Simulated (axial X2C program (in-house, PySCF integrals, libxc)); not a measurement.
**TeZr⁻: bond curves with and without spin–orbit coupling**

What are the state, bond length, wavenumber and bond energy of TeZr⁻, and what does spin–orbit coupling change?

Method: all-electron X2C, Te dyall-acv3z, Zr dyall-acv3z; program: an in-house X2C program for linear molecules on PySCF integrals.

All values are calculated.

## (1) Set-up

task.json

```json
{"zs": [52, 40], "q": -1, "bas": ["dyall-acv3z", "dyall-acv3z"], "levels": ["PBE0", "HF", "LDA"], "cc": true, "r0": 2.55, "thr": -1.0, "nmax": 90, "npts": 10, "nst": 2, "ntry": 6}
```

Keys: zs atomic numbers; q charge; bas basis sets; levels methods (HF also brings MP2); cc coupled cluster on or off; r0 starting distance in Å; thr threshold in hartree for freezing inner shells (an s shell follows its p shell); nmax most natural virtual spinors; npts points asked for on the curve; nst determinants followed; ntry starts of the search.

Run with:

```console
> python so2c.py task.json out
```

Spin-free means the one-electron spin-free X2C Hamiltonian; two-component (2c) means X2C with spin–orbit coupling and atomic mean-field two-electron Coulomb and Gaunt terms. Basis: Te dyall-acv3z contracted to [12s13p9d5f1g], Zr dyall-acv3z contracted to [12s13p10d6f3g]; Gaussian nuclei, density fitting. Masses: Te 129.906 u, Zr 89.905 u.

Notation: σ, π±, δ± give the projection m of an orbital's angular momentum (0, ±1, ±2), α and β its spin, Λ and M_S the sums; ω is the projection of a spinor's total angular momentum and Ω the sum. Logs are in hartree.

The results follow Hamiltonian by Hamiltonian and level by level.

## (2) Search for the lowest determinant

Determinants are compared with PBE0 at 2.550 Å.

Spin-free determinants:

| ΔE (eV) | state | open shells |
| --- | --- | --- |
| 0.00 | M_S = 1/2, Λ = 2 | beyond closed shells: δ+α |
| 0.33 | M_S = 3/2, Λ = 3 | beyond closed shells: σα, π+α, δ+α |
| 0.41 | M_S = 3/2, Λ = 2 | beyond closed shells: 2 × σα, δ+α |
| 0.51 | M_S = 1/2, Λ = 1 | beyond closed shells: π+α |
| 0.75 | M_S = 1/2, Λ = 0 | beyond closed shells: σα |
| 1.01 | M_S = 1/2, Λ = 1 | beyond closed shells: σα, π-β, δ+α |
| 1.01 | M_S = 1/2, Λ = 3 | beyond closed shells: σα, π+β, δ+α |

Two-component determinants:

```
ΔE (eV)    state                                       open shells
   0.00  Ω = 3/2                     excess of +ω over −ω: ω = 3/2
   0.08  Ω = 5/2                     excess of +ω over −ω: ω = 5/2
   0.36  Ω = 3/2  excess of +ω over −ω: ω = 1/2, ω = -3/2, ω = 5/2
   0.41  Ω = 1/2       excess of +ω over −ω: 2 × ω = -1/2, ω = 3/2
   0.44  Ω = 9/2   excess of +ω over −ω: ω = 1/2, ω = 3/2, ω = 5/2
   0.45  Ω = 1/2                     excess of +ω over −ω: ω = 1/2
   0.49  Ω = 7/2        excess of +ω over −ω: 2 × ω = 1/2, ω = 5/2
```

## (3) PBE0, spin-free

State followed: M_S = 1/2, Λ = 2 (beyond closed shells: δ+α). The scan is laid around 2.566 Å, a first estimate of the minimum, and this SCF restarts from the orbitals of the search.

Output at 2.566 Å:

```text
spin-free X2C-1e  PBE0
basis functions 310  fitting functions 1459  grid points 5804
iter        total energy     max residual
   1     -10388.382430589     6.55e+00
   2     -10391.581305697     1.97e-02
   3     -10391.534660889     4.18e-02
   4     -10391.598385021     1.16e-02
   5     -10391.605379917     2.49e-03
   6     -10391.605753359     8.44e-04
   7     -10391.605777403     1.98e-04
   8     -10391.605786749     1.13e-04
   9     -10391.605793178     8.77e-05
  10     -10391.605794828     5.38e-05
  11     -10391.605795855     1.50e-05
  12     -10391.605795915     5.97e-06
  13     -10391.605795920     2.87e-06
  14     -10391.605795920     5.16e-07
converged
one-electron -15163.51962468  Coulomb 4635.26671390  exact exchange -71.98468070  xc functional -220.31933411  nuclear repulsion 428.95112966
```

Along the bond, energies from the lowest point:

```csv
R (Å),E (eV),μ (D),HOMO (eV),LUMO (eV),iterations
2.232,1.4544,-3.22,0.11,1.62,17
2.335,0.6520,-3.02,0.02,1.63,18
2.412,0.2921,-2.79,-0.05,1.63,18
2.489,0.0866,-2.52,-0.12,1.64,19
2.566,0.0000,-2.21,-0.19,1.64,14
2.656,0.0114,-1.81,-0.28,1.64,19
2.746,0.1107,-1.39,-0.36,1.58,19
2.861,0.3255,-0.84,-0.46,1.43,20
3.002,0.6665,-0.16,-0.58,1.25,20
3.208,1.2235,0.74,-0.73,1.04,22
```

Dipoles are positive if Zr is the positive end and refer to the centre of mass.

Outer orbitals at the reference distance:

```
symmetry  occupied  ε (eV)              atomic character
     π+α       yes  -30.80                      99% Zr p
      σα       yes  -30.44                      97% Zr p
     π-α       yes  -30.28                      99% Zr p
      σβ       yes  -29.83                      97% Zr p
     π+β       yes  -29.38                      99% Zr p
     π-β       yes  -29.38                      99% Zr p
      σβ       yes  -11.29  68% Te s, 11% Zr d, 10% Zr p
      σα       yes  -11.14  68% Te s, 11% Zr d, 10% Zr p
      σβ       yes   -2.74  69% Te p, 14% Zr d, 11% Zr s
      σα       yes   -2.71   68% Te p, 17% Zr d, 9% Zr s
     π+α       yes   -2.01   61% Te p, 25% Zr d, 6% Zr p
     π+β       yes   -2.00   66% Te p, 21% Zr d, 6% Zr f
     π-β       yes   -2.00   66% Te p, 21% Zr d, 6% Zr f
     π-α       yes   -1.99   62% Te p, 24% Zr d, 6% Zr p
      σα       yes   -0.93   46% Zr s, 36% Zr d, 8% Te p
     δ+α       yes   -0.74                      98% Zr d
      σβ       yes   -0.19   53% Zr s, 27% Zr p, 8% Te p
      σβ        no    1.64             91% Zr p, 5% Zr s
     π+β        no    1.71             96% Zr p, 3% Zr d
     π-β        no    1.71             96% Zr p, 3% Zr d
      σα        no    1.77    90% Zr p, 7% Zr s, 2% Zr d
```

PBE0 fields in the half plane through the axis: z from -2.4 to 4.8 Å across, distance from the axis 0.15 to 2.25 Å upwards; Te lies at z = 0 and Zr at z = 2.566 Å; the ELF is damped to zero where the density is low.

log10 density (e/bohr³). Ten even steps from ' ' (-3.87 ) to '@' (1.83 ):
```
      ......::::::::::::::::::::::::::::::........
    ....::::::::::::::::::::::::::::::::::::::....
  ....::::::--------------------------::::::::::..
....::::------========--------------------::::::::
....::----================----========----::::::::
..::::--====++++++++++========++++++++==----::::::
..::----====++**##**++++====++********++==--::::::
..::----==++**%%@@%%**++====++**@@@@**++==----::::
```

ELF. Ten even steps from '0' (0.01 ) to '9' (0.92 ):
```
0001234444332123567888988
0013456666553223466788999
0135677777765322344457899
1246788877876311332224799
1467887555787312453101489
2578874222377215886300279
3578853787247357327720269
3678735686536473882961169
```

Re = 2.600 Å, ωe = 261.6 cm⁻¹, ωexe = 0.462 cm⁻¹, Be = 0.04693 cm⁻¹, De = 3.61 eV, μ = -2.06 D. ⟨S²⟩ = 1.13 against 0.75 for a pure state, so this determinant mixes spins.

## (4) HF, spin-free

The SCF at the reference distance of 2.566 Å:

```text
spin-free X2C-1e  HF
basis functions 310  fitting functions 1459  grid points 5804
iter        total energy     max residual
   1     -10387.240503906     2.33e-01
   2     -10387.280057902     9.76e-03
   3     -10387.284214057     7.34e-03
   4     -10387.287294884     2.97e-03
   5     -10387.288521257     2.57e-03
   6     -10387.289501227     1.95e-03
   7     -10387.290326714     1.05e-03
   8     -10387.290592081     5.53e-04
   9     -10387.290643725     1.86e-04
  10     -10387.290649440     1.07e-04
  11     -10387.290652739     7.53e-05
  12     -10387.290654539     3.75e-05
  13     -10387.290654824     1.38e-05
  14     -10387.290654854     8.38e-06
  15     -10387.290654864     5.49e-06
  16     -10387.290654866     3.53e-06
  17     -10387.290654868     1.77e-06
converged
one-electron -15161.27056214  Coulomb 4633.11213355  exact exchange -288.08335595  xc functional 0.00000000  nuclear repulsion 428.95112966
```

Re = 2.686 Å, ωe = 242.5 cm⁻¹, ωexe = 0.437 cm⁻¹, Be = 0.04399 cm⁻¹, De = 2.27 eV, μ = -0.67 D. ⟨S²⟩ = 1.63 against 0.75 for a pure state, so this determinant mixes spins.

## (5) LDA, spin-free

Output at 2.566 Å:

```text
spin-free X2C-1e  LDA
basis functions 310  fitting functions 1459  grid points 5804
iter        total energy     max residual
   1     -10381.528542688     7.50e-01
   2     -10381.535499113     1.75e-02
   3     -10381.246947835     7.70e-02
   4     -10381.552851485     7.34e-03
   5     -10381.552162244     5.95e-03
   6     -10381.553648739     2.82e-03
   7     -10381.554033634     5.48e-04
   8     -10381.554044895     2.04e-04
   9     -10381.554045145     6.01e-05
  10     -10381.554045323     1.21e-05
  11     -10381.554045334     3.80e-06
  12     -10381.554045335     1.02e-06
converged
one-electron -15162.98701216  Coulomb 4634.58518467  exact exchange 0.00000000  xc functional -282.10334752  nuclear repulsion 428.95112966
```

Re = 2.562 Å, ωe = 269.4 cm⁻¹, ωexe = 0.499 cm⁻¹, Be = 0.04835 cm⁻¹, De = 4.61 eV, μ = -1.90 D.

## (6) MP2 and beyond, spin-free

Correlated methods: 11 electrons correlated (frozen shells, counted by type: Te 4 s, 3 p, 2 d; Zr 4 s, 3 p, 1 d), 407 virtual spinors in MP2, 90 natural virtuals in coupled cluster.

Output of the correlated part at 2.566 Å:

```text
correlated 11  virtual 407  natural virtual 90  E(MP2) -0.205802209  MP2 remainder -0.013328792
iter   CCSD correlation   residual
   1     -0.201469711   1.72e-01
   2     -0.209382541   9.65e-02
   3     -0.214512683   6.18e-02
   4     -0.216087651   3.53e-02
   5     -0.216998039   1.88e-02
   6     -0.217318296   1.03e-02
   7     -0.217401453   4.66e-03
   8     -0.217453416   2.03e-03
   9     -0.217433161   8.29e-04
  10     -0.217442208   3.68e-04
  11     -0.217437900   1.90e-04
  12     -0.217439885   1.15e-04
  13     -0.217439979   6.45e-05
  14     -0.217439760   3.34e-05
  15     -0.217439764   1.82e-05
(T) -0.015558898  T1 0.0811  D1 0.1772  max T2 0.148
```

T1 in the output is the amplitude norm over the root of the electron number; divide by √2 for the Lee–Taylor value.

MP2: No constants are quoted: the reference is strongly spin-contaminated.

CCSD: Re = 2.643 Å, ωe = 259.1 cm⁻¹, ωexe = 0.444 cm⁻¹, Be = 0.04541 cm⁻¹, De = 3.30 eV. T1 at Re = 0.057 (Lee–Taylor, the printed value over √2).

CCSD(T): Re = 2.642 Å, ωe = 259.4 cm⁻¹, ωexe = 0.426 cm⁻¹, Be = 0.04544 cm⁻¹, De = 3.48 eV. T1 at Re = 0.057 (Lee–Taylor, the printed value over √2).

## (7) A higher determinant, spin-free

State: M_S = 3/2, Λ = 3 (beyond closed shells: σα, π+α, δ+α).

Output at the reference distance:

```text
spin-free X2C-1e  PBE0
basis functions 310  fitting functions 1459  grid points 5804
iter        total energy     max residual
   1     -10388.500147287     6.61e+00
   2     -10391.566164926     2.39e-02
   3     -10391.512303513     4.59e-02
   4     -10391.588221106     1.32e-02
   5     -10391.593527069     2.84e-03
   6     -10391.593874534     9.20e-04
   7     -10391.593886407     1.81e-04
   8     -10391.593889815     6.15e-05
   9     -10391.593890509     3.51e-05
  10     -10391.593890655     1.44e-05
  11     -10391.593890681     7.17e-06
  12     -10391.593890686     2.13e-06
  13     -10391.593890686     6.04e-07
converged
one-electron -15165.10770652  Coulomb 4636.92904789  exact exchange -72.00424411  xc functional -220.36211760  nuclear repulsion 428.95112966
```

```csv
R (Å),E above the lowest PBE0 point (eV)
2.232,1.904
2.335,1.072
2.412,0.684
2.489,0.446
2.566,0.324
2.656,0.293
2.746,0.349
2.861,0.509
3.002,0.789
```

Re = 2.639 Å, ωe = 242.2 cm⁻¹, ωexe = 0.432 cm⁻¹, Be = 0.04557 cm⁻¹, μ = 0.39 D. Te = 0.30 eV. As a difference of two determinants it need not be a gap between pure terms.

## (8) The spin-free curves together

Energy (eV) of the followed determinant, spin-free, from each level's lowest point:

```csv
R (Å),PBE0,HF,MP2 (spin-contaminated),CCSD,CCSD(T),LDA
2.232,1.454,2.100,1.759,n/a,n/a,1.194
2.335,0.652,1.092,0.847,0.908,0.905,0.490
2.412,0.292,0.599,0.420,0.463,0.460,0.193
2.489,0.087,0.278,0.160,0.187,0.185,0.041
2.566,0.000,0.090,0.029,0.042,0.041,0.000
2.656,0.011,0.000,0.000,0.000,0.000,0.056
2.746,0.111,0.014,0.070,0.060,0.061,0.191
2.861,0.325,0.139,0.261,0.241,0.243,0.440
3.002,0.667,0.393,0.592,n/a,n/a,0.809
3.208,1.224,0.845,1.180,n/a,n/a,1.383
```

(Part 1 of 2 ends here.)
